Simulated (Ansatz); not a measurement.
# SmIn2As3: the cost of one run

Program: Ansatz 0.2.0. Level of theory: DFT PBE, scalar-relativistic, plane waves, PAW; 4f electrons in the core of a trivalent norm-conserving potential. These are calculated values, not measurements.

1 further run of the same task is left out (it didn't finish).

### 1 Starting point

The structure is tetragonal, space group I4/mmm (No. 139). Conventional cell: a = 6.028 Å, b = 6.028 Å, c = 9.478 Å, α = 90.00°, β = 90.00°, γ = 90.00°. Sm (site symmetry 4/mmm) is surrounded by 2 As at 2.21 Å. In (site symmetry mmm) has 2 Sm at 3.01 Å and 2 As at 3.01 Å in its first shell of neighbours. As (site symmetry 4mm) is surrounded by 1 Sm at 2.21 Å and 1 As at 2.53 Å. Around As (site symmetry 4/mmm) lie 2 As at 2.53 Å and 4 In at 3.01 Å.

As a file:

```xyz
6
Lattice="-3.0140 3.0140 4.7391 3.0140 -3.0140 4.7391 3.0140 3.0140 -4.7391" Properties=species:S:1:pos:R:3 pbc="T T T"
Sm    0.0000    0.0000    0.0000
In    0.0000    3.0140    0.0000
In    3.0140    0.0000    0.0000
As    0.0000    0.0000    2.2052
As    0.0000    0.0000    7.2730
As    0.0000    0.0000    4.7391
```

Recipe of the guess: random cell by space group and Wyckoff sites (I4/mmm, No. 139). Its size is a rough estimate.

### 2 A first look at the guess

The input, input.yaml:

```yaml
crystal:
  lattice:
    - [-3.01398659, 3.01398659, 4.73910956]
    - [3.01398659, -3.01398659, 4.73910956]
    - [3.01398659, 3.01398659, -4.73910956]
  atoms:
    - { symbol: Sm, position: [0.0, 0.0, 0.0] }
    - { symbol: In, position: [0.5, 0.0, 0.5] }
    - { symbol: In, position: [0.0, 0.5, 0.5] }
    - { symbol: As, position: [0.23265809, 0.23265809, 0.0] }
    - { symbol: As, position: [0.76734191, 0.76734191, 0.0] }
    - { symbol: As, position: [0.5, 0.5, 0.0] }
basis:
  ecutwfc: 690
kpoints:
  mp_grid: { grid: [4, 4, 4] }
hamiltonian:
  xc: pbe
  pseudopotentials:
    kind: paw
    azcp: { Sm: "pseudopotentials/pbe/nc/lanthanide_3plus/Sm.nc.azcp" }
scf:
  occupations: { method: gaussian, width: 0.1 }
  lower_state_search: "off"
output:
  forces: true
  stress: true
  eigenvalues: true
```

Command:

```
> ansatz run input.yaml --threads 1 --pin off --max-ram 2560MiB --backend cpu --events-out ev --progress --plain --runs-dir out
```

What time and memory should one allow on 1 thread of Arm Neoverse V1, shared host?

About 20 s, with a peak of 0.62 GiB.
